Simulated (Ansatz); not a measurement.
**CH4BFOS: one species, many methods**

The task here is to estimate one member of a computed series from the others.

Method: functionals in def2-TZVPP, the program's frozen cores in correlated methods; program: Ansatz 0.2.0, Gaussian basis.

Levels to be run: LDA (SPW92), PBE-D4, revPBE-D4, BLYP-D4, r2SCAN-D4, B97M-V, PBE0-D4, B3LYP-D4, r2SCANh-D4, r2SCAN0-D4, HSE06-D4, BHLYP-D4, CAM-B3LYP-D4, LC-ωPBE, ωB97X-V, ωB97M-V, B2PLYP, PBE-QIDH; CCSD(T)/def2-SVP; CCSD(T)/def2-TZVPP; MP2/def2-QZVPP; extrapolation to the limit; RPA on PBE.

## The geometry

An earlier PBE0-D4 in a triple-zeta def2 set relaxation fixed the geometry.

SMILES `CSB(O)F`, 9 atoms, charge 0, spin multiplicity 1.

Atoms are counted from 1 here; the program's logs count them from 0.

Bond lengths: C1–S2 1.810 Å, C1–H6 1.089 Å, C1–H7 1.088 Å, C1–H8 1.088 Å, S2–B3 1.799 Å, B3–O4 1.354 Å, B3–F5 1.336 Å, O4–H9 0.962 Å. Angles: S2–C1–H6 106.7°, S2–C1–H7 110.7°, S2–C1–H8 110.7°, H6–C1–H7 109.4°, H6–C1–H8 109.5°, H7–C1–H8 109.7°, C1–S2–B3 101.1°, S2–B3–O4 122.0°, S2–B3–F5 117.9°, O4–B3–F5 120.1°, B3–O4–H9 112.6°.

Set-up of the first run:

File in.yaml:

```yaml
crystal:
  periodic: [false, false, false]
  atoms:
    - {symbol: C, position_ang: [1.160319, -0.244121, 0.939736]}
    - {symbol: S, position_ang: [1.023711, 0.764256, -0.557192]}
    - {symbol: B, position_ang: [-0.686575, 0.459686, -1.024231]}
    - {symbol: O, position_ang: [-1.494372, -0.351923, -0.301485]}
    - {symbol: F, position_ang: [-1.151304, 1.063637, -2.121848]}
    - {symbol: H, position_ang: [2.181166, -0.129715, 1.301733]}
    - {symbol: H, position_ang: [0.464798, 0.101611, 1.701849]}
    - {symbol: H, position_ang: [0.970211, -1.292081, 0.716863]}
    - {symbol: H, position_ang: [-2.379353, -0.417751, -0.672624]}
basis:
  gaussian: {orbitals: def2-TZVPP}
hamiltonian: {xc: lda}
output: {orbitals: {seedname: orbitals}}
```

On the command line:

```console
ansatz run in.yaml --threads 2 --pin off --events-out ev --progress --plain --max-ram 4352MiB
```

Steps of the session up to this table: LDA; PBE-D4 (GGA); revPBE-D4 (GGA); BLYP-D4 (GGA); r2SCAN-D4 (meta-GGA); B97M-V (meta-GGA); PBE0-D4 (hybrid); B3LYP-D4 (hybrid); r2SCANh-D4 (hybrid); r2SCAN0-D4 (hybrid); HSE06-D4 (hybrid); BHLYP-D4 (hybrid); CAM-B3LYP-D4 (range-separated); LC-ωPBE (range-separated); ωB97X-V (range-separated); ωB97M-V (range-separated); B2PLYP (double hybrid); PBE-QIDH (double hybrid).

One table of the session follows, with a row left open; its other results are not shown here.

It belongs to the step «Frontier levels by functional». 

| functional | HOMO (eV) | LUMO (eV) | gap (eV) |
| --- | --- | --- | --- |
| LDA (SPW92) | -6.14 | -0.51 | 5.63 |
| PBE-D4 | -6.01 | -0.37 | 5.65 |
| revPBE-D4 | -5.96 | -0.29 | 5.67 |
| BLYP-D4 | -5.86 | -0.36 | 5.50 |
| r2SCAN-D4 | ? | ? | ? |
| B97M-V | -6.37 | -0.13 | 6.23 |
| PBE0-D4 | -7.25 | 0.51 | 7.76 |
| B3LYP-D4 | -7.01 | 0.17 | 7.18 |
| r2SCANh-D4 | -6.74 | 0.43 | 7.17 |
| r2SCAN0-D4 | -7.42 | 0.88 | 8.30 |
| HSE06-D4 | -6.84 | 0.15 | 6.99 |
| BHLYP-D4 | -8.34 | 1.15 | 9.49 |
| CAM-B3LYP-D4 | -8.57 | 1.28 | 9.86 |
| LC-ωPBE | -9.95 | 2.61 | 12.56 |
| ωB97X-V | -9.59 | 2.40 | 12.00 |
| ωB97M-V | -9.43 | 1.94 | 11.36 |

Q: Estimate the row for r2SCAN-D4 from the others.

Worked estimate for «HOMO (eV)». Against the share of exact exchange, r2SCANh-D4 (0.1, -6.74), r2SCAN0-D4 (0.25, -7.42) give a slope of -4.53 per unit share; at 0 the line stands at -6.29.

The run gave: HOMO (eV): -6.28; LUMO (eV): 0.10; gap (eV): 6.39. In «HOMO (eV)» the line misses by -0.01.
